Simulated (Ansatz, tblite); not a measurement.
# The cluster Al₆Cu−: a ladder of methods and basis sets

The task here is to estimate one member of a computed series from the others.

Program: Ansatz 0.2.0, Gaussian basis. Level of theory: as each input shows. These are calculated values, not measurements.

The runs, in order: GFN1-xTB, GFN2-xTB, PBE-D4/def2-TZVPD, r2SCAN-D4/def2-TZVPD, LDA/def2-TZVPD, HSE06-D4/def2-TZVPD, CAM-B3LYP-D4/def2-TZVPD, CCSD(T)/def2-SVPD, MP2/def2-TZVPD.

4 further runs of the same task are left out: 4 set aside as unsound or not needed.

### The geometry

The singlet was relaxed beforehand with PBE-D4/def2-SVPD. At that level it is the lowest of the isomers that a small search found.

7 atoms, charge -1, spin multiplicity 1.

Bond lengths: Cu1–Al3 2.409 Å, Cu1–Al4 2.409 Å, Cu1–Al6 2.409 Å, Al2–Al4 2.636 Å, Al2–Al6 2.635 Å, Al2–Al7 2.708 Å, Al3–Al5 2.635 Å, Al3–Al7 2.635 Å, Al4–Al7 2.636 Å, Al5–Al6 2.635 Å, Al5–Al7 2.709 Å. Angles: Al3–Cu1–Al4 75.6°, Al3–Cu1–Al6 75.6°, Al4–Cu1–Al6 75.6°, Al4–Al2–Al6 68.2°, Al4–Al2–Al7 59.1°, Al6–Al2–Al7 92.7°, Cu1–Al3–Al5 107.8°, Cu1–Al3–Al7 107.8°, Al5–Al3–Al7 61.9°, Cu1–Al4–Al2 107.8°, Cu1–Al4–Al7 107.8°, Al2–Al4–Al7 61.8° and more.

No spin-orbit coupling is included. The ion is computed in the gas phase, without counter-ions or solvent.

PBE0-D4/def2-TZVPD was run before; its log isn't repeated, and its numbers join the tables.

The first run:

Tight binding, by tblite at 300 K electronic temperature and without a spin-polarisation term:

```python
tblite.interface.Calculator('GFN1-xTB', numbers, positions, charge=-1, uhf=0).singlepoint()
```

Tight binding, by tblite at 300 K electronic temperature and without a spin-polarisation term:

```python
tblite.interface.Calculator('GFN2-xTB', numbers, positions, charge=-1, uhf=0).singlepoint()
```

start.molden holds the orbitals of an earlier run on this state, given as this run's starting guess.

in.yaml reads:

```yaml
crystal:
  periodic: [false, false, false]
  atoms:
    - {symbol: Cu, position_ang: [-0.616367, -0.774505, 2.124056]}
    - {symbol: Al, position_ang: [0.749706, -0.988155, -1.711713]}
    - {symbol: Al, position_ang: [-0.579104, 1.377335, 1.041442]}
    - {symbol: Al, position_ang: [-1.344097, -1.222717, -0.128037]}
    - {symbol: Al, position_ang: [1.452120, 1.398191, -0.637189]}
    - {symbol: Al, position_ang: [1.415984, -0.790534, 0.830186]}
    - {symbol: Al, position_ang: [-1.078242, 1.000384, -1.518736]}
basis:
  gaussian: {orbitals: def2-TZVPD, initial_orbitals: start.molden}
total_charge: -1
hamiltonian: {xc: pbe, dispersion: d4}
scf: {omitted_lower_state_checks: [starts]}
output: {forces: true, orbitals: {seedname: orbitals}}
```

Started as:

```sh
ansatz run in.yaml --threads 4 --pin off --events-out ev --progress --plain --max-ram 4787MiB
```

Among the steps run: PBE-D4/def2-TZVPD; r2SCAN-D4/def2-TZVPD; LDA/def2-TZVPD; HSE06-D4/def2-TZVPD; CAM-B3LYP-D4/def2-TZVPD; CCSD(T)/def2-SVPD; MP2/def2-TZVPD.

One table of the session follows, with a row left open; its other results are not shown here.

| level | HOMO (eV) | LUMO (eV) | gap (eV) |
| --- | --- | --- | --- |
| LDA/def2-TZVPD | -0.91 | 0.50 | 1.41 |
| PBE-D4/def2-TZVPD | -0.80 | 0.61 | 1.42 |
| r2SCAN-D4/def2-TZVPD | -0.96 | 0.63 | 1.59 |
| PBE0-D4/def2-TZVPD | ? | ? | ? |
| HSE06-D4/def2-TZVPD | -1.10 | 0.79 | 1.89 |
| CAM-B3LYP-D4/def2-TZVPD | -2.18 | 1.95 | 4.13 |

**Question.** Estimate the row for PBE0-D4/def2-TZVPD.

The run gave: HOMO (eV): -1.45; LUMO (eV): 1.12; gap (eV): 2.57. In the column «HOMO (eV)» it lies between CAM-B3LYP-D4/def2-TZVPD (-2.18) and HSE06-D4/def2-TZVPD (-1.10).
